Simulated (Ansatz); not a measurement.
I need a ladder of methods at one geometry of CH₂FGeN, SMILES N#[C][GeH2][F]. Use the Python package of Ansatz (0.2.0). Level of theory (for the species named): MP2, def2-SVP basis, multiplicity 1. The script varies method: mp2, ccsd, ccsd_t.

```
atom    x (Å)    y (Å)    z (Å)
   N   0.3155  -2.3005   1.0560
   C   0.1480  -1.2110   0.5654
  Ge  -0.0698   0.5079  -0.2300
   F  -1.3438   0.5160  -1.3045
   H   1.2483   0.8469  -1.0305
   H  -0.2562   1.5767   0.8973
```

Script `ch2fgen_methods.py`:
```python
"""One geometry of CH2FGeN, method by method."""

from dataclasses import dataclass

import ansatz as az


@dataclass(frozen=True)
class RunConfig:
    basis: str = "def2-SVP"


cfg = RunConfig()

GEOMETRY = """
N     0.31550   -2.30050    1.05600
C     0.14800   -1.21100    0.56540
Ge   -0.06980    0.50790   -0.23000
F    -1.34380    0.51600   -1.30450
H     1.24830    0.84690   -1.03050
H    -0.25620    1.57670    0.89730
"""

molecule = az.Crystal.molecule()
for line in GEOMETRY.strip().splitlines():
    symbol, *xyz = line.split()
    molecule = molecule.atom(symbol, [float(v) for v in xyz])

base = (
    molecule.calculation()
    .basis(gaussian=cfg.basis)
    .accuracy("high")  # preset for grids and thresholds
)

methods = ["mp2", "ccsd", "ccsd_t"]
reports = [base.correlation(m).run().report for m in methods]
print(f"Hartree-Fock reference {reports[0]['reference_energy_ev'] / 27.211386246:.6f} Ha")
best = reports[-1]["free_energy_ev"] - reports[-1]["reference_energy_ev"]
for method, each in zip(methods, reports):
    gained = each["free_energy_ev"] - each["reference_energy_ev"]
    print(f"{method:8s} total {each['free_energy_ev'] / 27.211386246:.6f} Ha  correlation {gained:9.4f} eV  ({100 * gained / best:.1f} % of the last)")
```

```console
$ python ch2fgen_methods.py
Hartree-Fock reference -2267.874943 Ha
mp2      total -2268.576142 Ha  correlation  -19.0806 eV  (96.0 % of the last)
ccsd     total -2268.581815 Ha  correlation  -19.2350 eV  (96.8 % of the last)
ccsd_t   total -2268.605066 Ha  correlation  -19.8677 eV  (100.0 % of the last)
```

What to keep in mind:
- The settings weren't tested for convergence.
- The geometry is a force-field or estimated start, not a minimum of this method, and the basis set is short of its limit. A lower total doesn't mark the better method: functionals have no common bound, and MP2 and coupled cluster aren't variational.
- Inner cores stay frozen; a filled d shell under the valence of the heavier atoms is correlated with it.
- Hardware and time: 53 s on 1 thread of Intel(R) Xeon(R) Platinum 8259CL CPU @ 2.50GHz (Skylake/Cascade Lake), with other jobs on the host, peak memory 0.51 GiB.

(Lines on the test bed's own set-up are left out of the output.)
